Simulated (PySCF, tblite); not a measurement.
**C₃H₁₅N₃Si₂: geometry, infrared bands and NMR shifts**

What infrared bands and NMR shifts should C₃H₁₅N₃Si₂ (`CC(C)N[SiH2]N[SiH2]N`) show?

Computed with tblite 0.8.0 and PySCF 2.14.0, with density-fitted response routines of our own, on a single molecule in the gas phase. Atoms are numbered from 0 throughout.

## Step 1: Starting geometry

23 atoms, charge 0, multiplicity 1; geometry from: force field or distance geometry start.

Bonds of the start (Å): C0–C1 1.51, C1–C2 1.51, C1–N3 1.42, N3–Si4 1.72, Si4–N5 1.77, N5–Si6 1.79, Si6–N7 1.80, C0–H8 1.11, C0–H9 1.14, C0–H10 1.10, C1–H11 1.11, C2–H12 1.12, C2–H13 1.11, C2–H14 1.10, N3–H15 1.02, Si4–H16 1.47, Si4–H17 1.49, N5–H18 1.05, Si6–H19 1.47, Si6–H20 1.45, N7–H21 1.05, N7–H22 1.05.

## Step 2: Optimising the geometry with GFN2-xTB

Job settings and geometry (Å):

```
{"job": {"kind": "relax", "xc": "GFN2-xTB", "basis": "xTB"}, "charge": 0, "multiplicity": 1}
C     -2.736800     1.282200     0.101700
C     -1.889000     0.165100    -0.465800
C     -2.646400    -1.119200    -0.214900
N     -0.627000     0.228800     0.174700
Si     0.594400    -0.923800    -0.215600
N      1.991600    -0.108200    -0.928700
Si     3.506300    -0.370700    -0.013400
N      3.736300     0.996700     1.141100
H     -2.123700     2.200700     0.162400
H     -2.979100     0.970300     1.166400
H     -3.669700     1.409400    -0.475800
H     -1.777700     0.325400    -1.558200
H     -3.298700    -0.969800     0.687200
H     -3.270600    -1.343500    -1.104300
H     -1.949800    -1.957300    -0.077200
H     -0.453600     0.977200     0.848700
H      0.952200    -1.769500     0.929300
H      0.074900    -1.872700    -1.239100
H      1.794000     0.917100    -1.002000
H      4.620600    -0.261600    -0.972300
H      3.546700    -1.636200     0.701000
H      2.913500     1.008900     1.793600
H      3.687100     1.877600     0.571400
```

Started as:

```sh
> OMP_NUM_THREADS=1 python probes_run.py task.json out
```

One launch serves the whole session: the jobs run in the order shown.

**Question.** This job is followed by: GFN2-xTB harmonic vibrations, gas phase; GIAO PBE0/pcSseg-1 NMR shielding, non-relativistic, gas phase. Predict these results of the whole session: strongest single infrared mode (GFN2-xTB); zero-point energy (GFN2-xTB); 13C shifts against TMS (PBE0/pcSseg-1, means over atoms taken as alike); 1H shifts against TMS (PBE0/pcSseg-1, means over atoms taken as alike); 15N shifts against NH3 (PBE0/pcSseg-1); 29Si shifts against TMS (PBE0/pcSseg-1); surface potential, 1st and 99th percentile.

**Answer**, as computed:

```
                                                               quantity                                           value
                              strongest single infrared mode (GFN2-xTB)                           2226 cm⁻¹, 539 km/mol
                                           zero-point energy (GFN2-xTB)                                  115.0 kcal/mol
13C shifts against TMS (PBE0/pcSseg-1, means over atoms taken as alike)                                  45.8, 29.8 ppm
 1H shifts against TMS (PBE0/pcSseg-1, means over atoms taken as alike)  5.17, 4.91, 2.91, 1.15, 0.63, -0.34, -0.36 ppm
                                 15N shifts against NH3 (PBE0/pcSseg-1)                            58.0, 35.8, 21.1 ppm
                                29Si shifts against TMS (PBE0/pcSseg-1)                                -39.5, -40.8 ppm
                                  surface potential, 1st and 99th percentile                              -1.21 V and 1.50 V
```

What this shows: Relaxing lowered the energy by 1.104 eV in 233 steps; the close pair that moved most is Si6–N7, from 1.804 to 1.724 Å. No mode is imaginary among the 63: a minimum at this level. The strongest single mode, at 2226 cm⁻¹, moves mainly H19. GFN2-xTB is a fitted tight-binding method: band positions and strengths are rough. Its intensities can rank the bands wrongly. At PBE0/pcSseg-1: The largest span, 93 ppm, is at N3, where the paramagnetic term is -119 ppm.
